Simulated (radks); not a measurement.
# Valence configurations of Br³⁺

The task here is to estimate one member of a computed series from the others.

Method: scalar-relativistic Kohn-Sham, PBE, spin-polarised, spherical densities, finite nucleus; open shells are filled with parallel spins first. Code: radks (a radial shooting solver on a logarithmic mesh, Libxc functionals) version 1.

## Starting point

| Quantity | Value |
| --- | --- |
| element | bromine (Z = 35) |
| charge | +3 |
| electrons | 32 |
| configuration | [Ar] 3d10 4s2 4p2 |
| nuclear rms radius | 4.1629 fm |
| others tried | 3d10 4s1 4p3; 3d9 4s2 4p3; 3d9.5 4s2 4p2.5; 3d9 4s1 4p4; 3d10 4p4; 3d10 4s1.5 4p2.5 |

Outer shells as boxes (Hund's rule):

Br³⁺
```
[Ar] core
3d [↑↓][↑↓][↑↓][↑↓][↑↓]
4s [↑↓]
4p [↑ ][↑ ][  ]
```

Set-up of the first run:

Settings of this run:

```text
Z 35
configuration [Ar] 3d10 4s2 4p2
relativity scalar-relativistic
functional pbe,pbe
spin polarised
nucleus finite rms 4.1629 fm
c 137.035999084
```

Steps of the session up to this table: [Ar] 3d10 4s2 4p2.

One table of the session follows, with a row left open; its other results are not shown here.

It belongs to the step «[Ar] 3d10 4s2 4p2». Radial moments (bohr):

```
  level     <r>  outermost maximum (interpolated)  90 % within  nodes
  3p up  0.5637                             0.481        0.861      1
3p down  0.5633                             0.481        0.860      1
  3d up       ?                                 ?            ?      ?
3d down  0.5861                             0.431        0.963      0
  4s up   1.548                              1.38         2.25      3
4s down   1.545                              1.36         2.26      3
  4p up   1.759                              1.54         2.59      2
4p down   1.771                              1.53         2.63      2
```

**Question.** Estimate the row for 3d up.

**Answer.** <r>: 0.5885; outermost maximum (interpolated): 0.431; 90 % within: 0.969; nodes: 0. In the column «<r>» it lies between 3d down (0.5861) and 4s down (1.545).
